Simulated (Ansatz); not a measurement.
**C3H3LiO2: one species, many methods**

The task here is to estimate one member of a computed series from the others.

The runs use Ansatz 0.2.0, Gaussian basis; functionals in def2-TZVPP, the program's frozen cores in correlated methods.

Plan: LDA (SPW92), PBE-D4, revPBE-D4, BLYP-D4, r2SCAN-D4, B97M-V, PBE0-D4, B3LYP-D4, r2SCANh-D4, r2SCAN0-D4, HSE06-D4, BHLYP-D4, CAM-B3LYP-D4, LC-ωPBE, ωB97X-V, ωB97M-V, B2PLYP, PBE-QIDH; CCSD(T)/def2-SVP; CCSD(T)/def2-TZVPP; CCSD(T)/def2-QZVPP; extrapolation to the limit; RPA on PBE.

### The geometry

The geometry comes from an earlier relaxation with PBE0-D4 in a triple-zeta def2 set; it is a stationary point, not always the lowest conformer.

SMILES `[Li-]1[O]C=CC=[O+]1`, 9 atoms, charge 0, spin multiplicity 1.

Atoms are counted from 1 here; the program's logs count them from 0.

Bond lengths: Li1–O2 1.782 Å, Li1–O6 1.782 Å, O2–C3 1.256 Å, C3–C4 1.400 Å, C3–H7 1.102 Å, C4–C5 1.400 Å, C4–H8 1.083 Å, C5–O6 1.256 Å, C5–H9 1.102 Å. Angles: O2–Li1–O6 108.4°, Li1–O2–C3 116.4°, O2–C3–C4 127.2°, O2–C3–H7 116.8°, C4–C3–H7 116.0°, C3–C4–C5 124.5°, C3–C4–H8 117.8°, C5–C4–H8 117.8°, C4–C5–O6 127.2°, C4–C5–H9 116.0°, O6–C5–H9 116.8°, Li1–O6–C5 116.4°.

Set-up of the first run:

File in.yaml:

```yaml
crystal:
  periodic: [false, false, false]
  atoms:
    - {symbol: Li, position_ang: [0.061603, 0.870910, -1.978474]}
    - {symbol: O, position_ang: [1.132307, -0.422676, -1.383135]}
    - {symbol: C, position_ang: [0.946463, -0.799990, -0.199625]}
    - {symbol: C, position_ang: [-0.008241, -0.316889, 0.702532]}
    - {symbol: C, position_ang: [-0.932534, 0.693317, 0.412921]}
    - {symbol: O, position_ang: [-1.059785, 1.319061, -0.668689]}
    - {symbol: H, position_ang: [1.604990, -1.599830, 0.176498]}
    - {symbol: H, position_ang: [-0.034064, -0.755208, 1.692143]}
    - {symbol: H, position_ang: [-1.622240, 0.965006, 1.228628]}
basis:
  gaussian: {orbitals: def2-TZVPP}
hamiltonian: {xc: lda}
output: {orbitals: {seedname: orbitals}}
```

On the command line:

```bash
$ ansatz run in.yaml --threads 2 --pin off --events-out ev --progress --plain --max-ram 32768MiB --backend cpu
```

Steps of the session up to this table: LDA; PBE-D4 (GGA); revPBE-D4 (GGA); BLYP-D4 (GGA); r2SCAN-D4 (meta-GGA); B97M-V (meta-GGA); B3LYP-D4 (hybrid); r2SCANh-D4 (hybrid); r2SCAN0-D4 (hybrid); HSE06-D4 (hybrid); BHLYP-D4 (hybrid); CAM-B3LYP-D4 (range-separated); LC-ωPBE (range-separated); ωB97X-V (range-separated); ωB97M-V (range-separated); B2PLYP (double hybrid); PBE-QIDH (double hybrid).

One table of the session follows, with a row left open; its other results are not shown here.

It belongs to the step «Orbital energies across the functionals». 

| functional | HOMO (eV) | gap (eV) |
| --- | --- | --- |
| LDA (SPW92) | -5.65 | 3.46 |
| PBE-D4 | -5.40 | 3.50 |
| revPBE-D4 | ? | ? |
| BLYP-D4 | -5.27 | 3.49 |
| r2SCAN-D4 | -5.57 | 3.84 |
| B97M-V | -5.55 | 3.92 |
| PBE0-D4 | -6.43 | 5.46 |
| B3LYP-D4 | -6.25 | 5.05 |
| r2SCANh-D4 | -5.97 | 4.58 |
| r2SCAN0-D4 | -6.57 | 5.70 |
| HSE06-D4 | -6.03 | 4.69 |
| BHLYP-D4 | -7.36 | 7.38 |
| CAM-B3LYP-D4 | -7.69 | 7.81 |
| LC-ωPBE | -8.90 | 9.77 |
| ωB97X-V | -8.58 | 9.45 |
| ωB97M-V | -8.52 | 8.71 |

Estimate the missing values for revPBE-D4.

As computed: HOMO (eV): -5.31; gap (eV): 3.52. In the column «HOMO (eV)» it lies between PBE-D4 (-5.40) and BLYP-D4 (-5.27).
